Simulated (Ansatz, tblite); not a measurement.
# In6Sb6 wurtzite hole sphere (In6Sb6H18): a ladder of methods and basis sets

How do method and basis change the picture of In6Sb6 wurtzite hole sphere (In6Sb6H18) (singlet)?

Method: level and basis change from run to run; program: Ansatz 0.2.0, Gaussian basis.

Plan: GFN1-xTB, GFN2-xTB, PBE-D4/def2-TZVP, r2SCAN-D4/def2-TZVP, r2SCANh-D4/def2-TZVP, B3LYP-D4/def2-TZVP, revPBE-D4/def2-TZVP, PBE-D4/def2-SVP, PBE0-D4/def2-SVP, MP2/def2-SVP, RPA/def2-SVP.

**1. The structure**

The geometry is that of the singlet, from an earlier relaxation (PBE-D4/def2-SVP).

30 atoms, charge 0, spin multiplicity 1.

Bond lengths: Sb1–In2 2.913 Å, Sb1–In7 2.913 Å, Sb1–H13 1.716 Å, Sb1–H14 1.725 Å, In2–Sb4 2.812 Å, In2–Sb5 2.913 Å, In2–H15 1.740 Å, In3–Sb4 2.903 Å, In3–Sb8 2.903 Å, In3–H16 1.750 Å, In3–H17 1.736 Å, Sb4–In6 2.903 Å, Sb4–H18 1.724 Å, Sb5–In10 2.913 Å, Sb5–H19 1.725 Å, Sb5–H20 1.716 Å, In6–Sb12 2.903 Å, In6–H21 1.751 Å and more. Angles: In2–Sb1–In7 125.2°, In2–Sb1–H13 109.3°, In2–Sb1–H14 106.8°, In7–Sb1–H13 109.3°, In7–Sb1–H14 106.8°, H13–Sb1–H14 95.4°, Sb1–In2–Sb4 102.6°, Sb1–In2–Sb5 92.4°, Sb1–In2–H15 111.5°, Sb4–In2–Sb5 102.6°, Sb4–In2–H15 129.6°, Sb5–In2–H15 111.5°, Sb4–In3–Sb8 96.2°, Sb4–In3–H16 104.1°, Sb4–In3–H17 109.4°, Sb8–In3–H16 104.1°, Sb8–In3–H17 109.5°, H16–In3–H17 128.6° and more.

In, Sb take a core potential in the def2 sets. No spin-orbit coupling is included.

PBE0-D4/def2-TZVP was run before; its log isn't repeated, and its numbers join the tables.

**2. GFN1-xTB**

Tight binding, by tblite at 300 K electronic temperature and without a spin-polarisation term:

```python
tblite.interface.Calculator('GFN1-xTB', numbers, positions, charge=0, uhf=0).singlepoint()
```

Energy -928.8721 eV, HOMO -9.44 eV, LUMO -7.08 eV; 0.1 s.

**3. GFN2-xTB**

Tight binding, by tblite at 300 K electronic temperature and without a spin-polarisation term:

```python
tblite.interface.Calculator('GFN2-xTB', numbers, positions, charge=0, uhf=0).singlepoint()
```

Energy -809.0483 eV, HOMO -10.18 eV, LUMO -7.78 eV; 0.12 s.

**4. PBE-D4/def2-TZVP**

start.molden holds the orbitals of an earlier run on this state, given as this run's starting guess.

Input file in.yaml:

```yaml
crystal:
  periodic: [false, false, false]
  atoms:
    - {symbol: Sb, position_ang: [-0.004600, -2.430715, -2.076873]}
    - {symbol: In, position_ang: [-2.588771, -1.493293, -1.112727]}
    - {symbol: In, position_ang: [0.003284, -3.077764, 2.295201]}
    - {symbol: Sb, position_ang: [-2.159137, -1.248842, 1.655762]}
    - {symbol: Sb, position_ang: [-2.105008, 1.213651, -2.074150]}
    - {symbol: In, position_ang: [-2.663801, 1.539085, 2.288576]}
    - {symbol: In, position_ang: [2.582761, -1.493222, -1.122214]}
    - {symbol: Sb, position_ang: [2.163364, -1.249107, 1.648005]}
    - {symbol: Sb, position_ang: [2.099075, 1.214528, -2.080434]}
    - {symbol: In, position_ang: [-0.001956, 2.987102, -1.115453]}
    - {symbol: In, position_ang: [2.669753, 1.537401, 2.285691]}
    - {symbol: Sb, position_ang: [0.002858, 2.495458, 1.653448]}
    - {symbol: H, position_ang: [-0.004520, -4.146328, -2.120799]}
    - {symbol: H, position_ang: [-0.008069, -2.225633, -3.789364]}
    - {symbol: H, position_ang: [-3.901666, -2.248578, -1.969246]}
    - {symbol: H, position_ang: [0.000592, -4.221872, 0.970559]}
    - {symbol: H, position_ang: [0.005759, -3.395848, 4.002109]}
    - {symbol: H, position_ang: [-3.581540, -2.069431, 2.180118]}
    - {symbol: H, position_ang: [-1.912078, 1.101491, -3.784332]}
    - {symbol: H, position_ang: [-3.590188, 2.070649, -2.138219]}
    - {symbol: H, position_ang: [-3.645781, 2.105950, 0.954356]}
    - {symbol: H, position_ang: [-2.951760, 1.706992, 3.992590]}
    - {symbol: H, position_ang: [3.892344, -2.249657, -1.982729]}
    - {symbol: H, position_ang: [3.587389, -2.070427, 2.166656]}
    - {symbol: H, position_ang: [1.909822, 1.108043, -3.791424]}
    - {symbol: H, position_ang: [3.584953, 2.071183, -2.137353]}
    - {symbol: H, position_ang: [-0.003793, 4.500569, -1.974129]}
    - {symbol: H, position_ang: [2.955217, 1.700879, 3.990720]}
    - {symbol: H, position_ang: [3.652641, 2.107928, 0.954080]}
    - {symbol: H, position_ang: [0.003457, 4.137906, 2.176674]}
basis:
  gaussian: {orbitals: def2-TZVP, fitting: {mean_field: def2-universal-jkfit}, initial_orbitals: start.molden}
hamiltonian: {xc: pbe, dispersion: d4}
scf: {omitted_lower_state_checks: [starts]}
output: {forces: true, orbitals: {seedname: orbitals}}
```

On the command line:

```sh
$ ansatz run in.yaml --threads 2 --pin off --events-out ev --progress --plain --max-ram 32768MiB --backend cuda --devices 0, --max-vram 18GiB
```

After this run come: r2SCAN-D4/def2-TZVP; r2SCANh-D4/def2-TZVP; B3LYP-D4/def2-TZVP; revPBE-D4/def2-TZVP; PBE-D4/def2-SVP; PBE0-D4/def2-SVP; MP2/def2-SVP; RPA/def2-SVP.

Q: Predict the results of all the runs planned. Wanted: gap in def2-TZVP, functionals, smallest and largest; correlation energy, MP2/def2-SVP; binding an atom, functionals in def2-TZVP; PBE0 total energy, smallest basis above largest.

**Answer**, as computed:

| quantity | value |
| --- | --- |
| gap in def2-TZVP, functionals, smallest and largest | 3.15 eV (PBE-D4), 4.71 eV (PBE0-D4) |
| correlation energy, MP2/def2-SVP | -36.35 eV |
| binding an atom, functionals in def2-TZVP | 2.10 (revPBE-D4) to 2.18 eV (B3LYP-D4) |
| PBE0 total energy, smallest basis above largest | 2.49 eV (def2-SVP, def2-TZVP) |

What this shows: Orbital gaps of the functionals in def2-TZVP span 3.15 eV (PBE-D4) to 4.71 eV (PBE0-D4); exact exchange widens it.
